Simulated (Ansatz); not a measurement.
# NiMoIrPdW: density of states with PBE

The system is NiMoIrPdW.

```xyz
5
Lattice="2.7662 0.0000 0.0000 -1.3831 2.3956 0.0000 0.0000 0.0000 11.0229" Properties=species:S:1:pos:R:3 pbc="T T T"
Ni    0.0000    1.5971    6.5820
Mo    0.0000    0.0000    4.5276
Pd    1.3831    0.7985    8.7654
Ir    1.3831    0.7985    2.2002
W     0.0000    1.5971   10.9936
```

The cell was built by a generator and needn't be a form met in nature.

```
Program             : Ansatz 0.2.0
Task                : density of states
Functional          : PBE
Potentials or basis : all-electron PAW datasets made for the crystal
Cutoff              : 440 eV (chosen from the basis error)
k mesh              : 8 × 8 × 2
Occupations         : fermi-dirac, width 0.05 eV
Spin                : collinear spin, ferromagnetic start
Starting moments    : [1.0, 1.0, 0.0, 0.6, 0.0] μB
```

```json
{"Pressure": "0.3 GPa", "Largest force": "0.065 eV/Å", "Band gap on the k mesh": "none (metal or under the smearing width)", "Net moment": "0.00 μB per cell", "Absolute moment": "0.00 μB per cell"}
```

Forces on the atoms (eV/Å):
```
Ni   0.000  0.000 -0.025
Mo   0.000  0.000 -0.022
Pd   0.000  0.000 -0.029
Ir   0.000  0.000  0.065
W    0.000  0.000  0.010
```

Stress tensor (GPa, compression positive):
```
0.05 0.00 0.00
0.00 0.05 0.00
0.00 0.00 0.70
```

Levels at points of the mesh, in eV from the Fermi level:
Spin up:
| k point | band 44 | band 45 | band 46 | band 47 | band 48 | band 49 | band 50 | band 51 |
| --- | --- | --- | --- | --- | --- | --- | --- | --- |
| (0.00, 0.00, 0.00) | -1.49 | -1.49 | -1.05 | -1.05 | -0.92 | -0.32 | -0.32 | -0.20 |
| (0.00, 0.00, -0.50) | -1.48 | -1.42 | -1.42 | -1.26 | -1.26 | -0.21 | -0.21 | 0.34 |
| (0.00, -0.50, 0.00) | -0.39 | -0.39 | -0.20 | 0.66 | 1.00 | 1.29 | 1.64 | 2.28 |
| (0.00, -0.50, -0.50) | -0.54 | -0.39 | -0.28 | 0.63 | 0.99 | 1.47 | 2.16 | 2.40 |
Spin down:
```tsv
k point	band 44	band 45	band 46	band 47	band 48	band 49	band 50	band 51
(0.00, 0.00, 0.00)	-1.49	-1.49	-1.05	-1.05	-0.92	-0.32	-0.32	-0.20
(0.00, 0.00, -0.50)	-1.48	-1.42	-1.42	-1.26	-1.26	-0.21	-0.21	0.34
(0.00, -0.50, 0.00)	-0.39	-0.39	-0.20	0.66	1.00	1.29	1.64	2.28
(0.00, -0.50, -0.50)	-0.54	-0.39	-0.28	0.63	0.99	1.47	2.16	2.40
```

States per cell in windows of 1 eV (zero at the Fermi level; states under -8 eV left out):
```
from (eV)    up  down
     -8.0  0.24  0.24
     -7.0  1.01  1.01
     -6.0  2.10  2.10
     -5.0  2.89  2.89
     -4.0  3.36  3.36
     -3.0  3.71  3.71
     -2.0  4.46  4.46
     -1.0  2.69  2.69
      0.0  2.17  2.17
      1.0  1.85  1.85
      2.0  1.58  1.58
      3.0  1.17  1.17
      4.0  1.00  1.00
      5.0  0.69  0.69
      6.0  0.69  0.69
      7.0  0.56  0.56
```

It took 35 s on 8 threads of Intel(R) Xeon(R) 6975P-C (Granite Rapids), on a shared host, peak memory 2.9 GiB.

Caveat: the k mesh is thin for a metal, which can move the energy by tens of meV per atom; the program warned that the printed levels may be off, so bands, gaps and densities of states are rough; the starting moments weren't kept. The run has no spin-orbit coupling, so splittings on Ir, W are missing.
